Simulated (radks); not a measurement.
# In²⁺ in [Kr] 4d10 6s1: an all-electron calculation

The task here is to estimate one member of a computed series from the others.

Program: radks (a radial shooting solver on a logarithmic mesh, Libxc functionals) version 1. Level of theory: Dirac Kohn-Sham, OLYP, spin-unpolarised, spherical densities, point nucleus. These are calculated values, not measurements, unless marked.

**Starting point**

- element: indium (Z = 49)
- charge: +2
- electrons: 47
- configuration: [Kr] 4d10 6s1

The outer shells:

In²⁺
```
[Kr] core
4d [↑↓][↑↓][↑↓][↑↓][↑↓]
6s [↑ ]
```

Set-up of the first run:

The run's settings:

```text
Z 49
configuration [Kr] 4d10 6s1
relativity Dirac
functional optx,lyp
spin unpolarised
j_filling energy
nucleus point
c 137.035999084
```

Launch:

```console
$ python run_ks.py task.json out
```

The same process makes all the runs of this session.

One table of the session follows, with a row left open; its other results are not shown here.

It belongs to the step «Orbitals and density». Sizes of the orbitals, from the radial functions (bohr):

```
level      <r>  outermost maximum (interpolated)  90 % within  nodes
1s1/2  0.02972                            0.0192       0.0534      0
2s1/2   0.1281                             0.109        0.198      1
2p1/2        ?                                 ?            ?      ?
2p3/2   0.1137                            0.0883        0.185      0
3s1/2   0.3482                             0.316        0.513      2
3p1/2   0.3392                             0.302        0.511      1
3p3/2   0.3502                             0.312        0.526      1
3d3/2   0.3218                             0.256        0.508      0
3d5/2   0.3254                             0.259        0.513      0
4s1/2   0.8477                             0.770         1.23      3
4p1/2   0.8997                             0.799         1.32      2
4p3/2   0.9294                             0.824         1.37      2
4d3/2    1.139                             0.923         1.77      1
4d5/2    1.153                             0.933         1.79      1
6s1/2    4.990                              4.81         6.98      5
```

Q: Estimate the row for 2p1/2 from the others.

As computed: <r>: 0.1084; outermost maximum (interpolated): 0.0838; 90 % within: 0.178; nodes: 0. In the column «<r>» it lies between 1s1/2 (0.02972) and 2p3/2 (0.1137).
